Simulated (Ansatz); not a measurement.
# ZnO: the cost of one run

Method: DFT PBE, scalar-relativistic, plane waves, PAW, and further levels as typed in the inputs, in Ansatz 0.2.0.

## 1. The system as given

It takes space group P6_3mc (No. 186, hexagonal). The conventional cell has a = 3.270 Å, b = 3.270 Å, c = 5.207 Å, α = 90.00°, β = 90.00°, γ = 120.00°. Around Zn (site symmetry 3m) lie 4 O at 1.99 Å. O (site symmetry 3m) has 4 Zn at 1.99 Å as nearest neighbours.

Coordinates:

```
Zn O
1.0
     3.26950    0.00000    0.00000
    -1.63475    2.83147    0.00000
     0.00000    0.00000    5.20700
Zn O
2 2
Cartesian
  0.0000 1.8876 0.0000
  1.6348 0.9438 2.6035
  0.0000 1.8876 1.9891
  1.6348 0.9438 4.5926
```

## 2. Relaxing the atoms: ZnO, no spin

Input file input.yaml:

```yaml
crystal:
  lattice:
    - [3.2695, 0.0, 0.0]
    - [-1.63475, 2.83147006, 0.0]
    - [0.0, 0.0, 5.207]
  atoms:
    - { symbol: Zn, position: [0.3333333333, 0.6666666667, 0.0] }
    - { symbol: Zn, position: [0.6666666667, 0.3333333333, 0.5] }
    - { symbol: O, position: [0.3333333333, 0.6666666667, 0.382] }
    - { symbol: O, position: [0.6666666667, 0.3333333333, 0.882] }
scf:
  occupations: { method: gaussian, width: 0.05 }
output:
  forces: true
  stress: true
hamiltonian:
  xc: pbe
kpoints:
  mp_grid: { grid: [8, 8, 5] }
relax:
  f_tol: 0.003
```

The run is started by

```sh
$ ansatz run input.yaml --threads 4 --pin off --max-ram 10240MiB --backend cpu --events-out ev --progress --plain --runs-dir out
```

Q: Estimate wall time and peak memory on 4 threads of Arm Neoverse N1, shared host.

About 3.8 s, with a peak of 0.36 GiB.
